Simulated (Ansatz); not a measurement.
# C2H6Cl2SSi2: one species, many methods

One table from this session's results is given with a row withheld; the runs are named, their logs left out.

Computed with Ansatz 0.2.0, Gaussian basis. Level: functionals in def2-TZVPP, the program's frozen cores in correlated methods.

The runs, in order: PBE-D4, r2SCAN-D4, PBE0-D4, B3LYP-D4, ωB97X-V, ωB97M-V, B2PLYP; CCSD(T)/def2-TZVPP; MP2/def2-QZVPP; extrapolation to the limit.

### The relaxed structure

The geometry comes from an earlier relaxation with PBE0-D4 in a triple-zeta def2 set; it is a stationary point, not always the lowest conformer.

SMILES `C=C[SiH2]S[SiH](Cl)Cl`, 13 atoms, charge 0, spin multiplicity 1.

Atoms are counted from 1 here; the program's logs count them from 0.

Bond lengths: C1–C2 1.329 Å, C1–H8 1.086 Å, C1–H9 1.086 Å, C2–Si3 1.853 Å, C2–H10 1.090 Å, Si3–S4 2.158 Å, Si3–H11 1.484 Å, Si3–H12 1.484 Å, S4–Si5 2.105 Å, Si5–Cl6 2.044 Å, Si5–Cl7 2.043 Å, Si5–H13 1.473 Å. Angles: C2–C1–H8 121.9°, C2–C1–H9 121.6°, H8–C1–H9 116.5°, C1–C2–Si3 124.6°, C1–C2–H10 118.5°, Si3–C2–H10 117.0°, C2–Si3–S4 110.7°, C2–Si3–H11 110.7°, C2–Si3–H12 111.6°, S4–Si3–H11 105.6°, S4–Si3–H12 109.0°, H11–Si3–H12 109.0°, Si3–S4–Si5 100.2°, S4–Si5–Cl6 112.2°, S4–Si5–Cl7 112.5°, S4–Si5–H13 107.6°, Cl6–Si5–Cl7 107.5°, Cl6–Si5–H13 108.8° and more.

Set-up of the first run:

Contents of in.yaml:

```yaml
crystal:
  periodic: [false, false, false]
  atoms:
    - {symbol: C, position_ang: [-1.170105, 1.467545, -1.287767]}
    - {symbol: C, position_ang: [-0.888186, 0.222961, -1.657648]}
    - {symbol: Si, position_ang: [0.497791, -0.791875, -0.962444]}
    - {symbol: S, position_ang: [1.698380, 0.381745, 0.392559]}
    - {symbol: Si, position_ang: [0.885908, -0.230978, 2.235284]}
    - {symbol: Cl, position_ang: [-1.149905, -0.048583, 2.279101]}
    - {symbol: Cl, position_ang: [1.338362, -2.172689, 2.680871]}
    - {symbol: H, position_ang: [-1.994934, 2.023132, -1.724097]}
    - {symbol: H, position_ang: [-0.586171, 1.981540, -0.530092]}
    - {symbol: H, position_ang: [-1.507998, -0.245230, -2.422386]}
    - {symbol: H, position_ang: [1.422234, -1.226429, -2.039280]}
    - {symbol: H, position_ang: [-0.006992, -1.990455, -0.247489]}
    - {symbol: H, position_ang: [1.461616, 0.629317, 3.283398]}
basis:
  gaussian: {orbitals: def2-TZVPP}
hamiltonian: {xc: pbe, dispersion: d4}
output: {forces: true, orbitals: {seedname: orbitals}}
```

Started as:

```
$ ansatz run in.yaml --threads 2 --pin off --events-out ev --progress --plain --max-ram 32768MiB --backend cuda --devices 0, --max-vram 18GiB
```

Among the steps run: PBE-D4 (GGA); r2SCAN-D4 (meta-GGA); PBE0-D4 (hybrid); B3LYP-D4 (hybrid); ωB97X-V (range-separated); ωB97M-V (range-separated); B2PLYP (double hybrid); CCSD(T) in def2-TZVPP; MP2 in def2-QZVPP.

One table of the session follows, with a row left open; its other results are not shown here.

It belongs to the step «Atomisation energies». 

```
            method  atomisation energy (kJ/mol)
            PBE-D4                       4732.3
         r2SCAN-D4                       4696.0
           PBE0-D4                       4683.0
          B3LYP-D4                       4643.1
           ωB97X-V                       4696.8
           ωB97M-V                       4697.1
            B2PLYP                            ?
     HF/def2-TZVPP                       3477.0
    MP2/def2-TZVPP                       4624.5
   CCSD/def2-TZVPP                       4451.8
CCSD(T)/def2-TZVPP                       4531.4
           MP2/CBS                       4767.7
       CCSD(T)/CBS                       4674.6
```

**Question.** Estimate the row for B2PLYP.

The run gave: atomisation energy (kJ/mol): 4584.9. In the column «atomisation energy (kJ/mol)» it lies between CCSD(T)/def2-TZVPP (4531.4) and MP2/def2-TZVPP (4624.5).

Caveats from the session: Free atoms (2 C, 2 Si, 1 S, 2 Cl, 6 H) were run apart at each level; the atomisation energy is their sum less the molecule, without zero-point or spin-orbit terms.
